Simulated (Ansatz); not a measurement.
# TiTe2 (1T): the cost of one run

Method: DFT LDA, scalar-relativistic, plane waves, PAW, in Ansatz 0.2.0.

### 1 Starting point

It takes space group P-3m1 (No. 164, trigonal). Conventional cell: a = 3.777 Å, b = 3.777 Å, c = 6.498 Å, α = 90.00°, β = 90.00°, γ = 120.00°. Ti (site symmetry -3m) is surrounded by 6 Te at 2.77 Å. Around Te (site symmetry 3m) lie 3 Ti at 2.77 Å.

Coordinates:

```
CELL_PARAMETERS angstrom
3.77700 0.00000 0.00000
-1.88850 3.27098 0.00000
0.00000 0.00000 6.49800
ATOMIC_POSITIONS crystal
Ti 0.00000 0.00000 0.00000
Te 0.33333 0.66667 0.26280
Te 0.66667 0.33333 0.73720
```

### 2 Cell and atoms relaxed at 0 GPa

input.yaml reads:

```yaml
crystal:
  lattice:
    - [3.777, 0.0, 0.0]
    - [-1.8885, 3.2709779501, 0.0]
    - [0.0, 0.0, 6.498]
  atoms:
    - { symbol: Ti, position: [0.0, 0.0, 0.0] }
    - { symbol: Te, position: [0.3333333333, 0.6666666667, 0.2628] }
    - { symbol: Te, position: [0.6666666667, 0.3333333333, 0.7372] }
scf:
  occupations: { method: gaussian, width: 0.03 }
output:
  forces: true
  stress: true
  eigenvalues: true
  write_density: true
  write_potential: true
  elf: true
  volumetric_format: npy
hamiltonian:
  xc: lda
basis:
  ecutwfc: 450
kpoints:
  mp_grid: { grid: [12, 12, 8] }
relax:
  f_tol: 0.002
  max_steps: 60
  cell: { stress_tol: 0.01, p_target: 0 }
```

On the command line:

```sh
ansatz run input.yaml --threads 2 --pin off --max-ram 6144MiB --backend cpu --events-out ev --progress --plain --runs-dir out
```

What time and memory should one allow on 2 threads of Intel Xeon 6975P-C (Granite Rapids), shared host?

About 41 s, with a peak of 0.61 GiB.
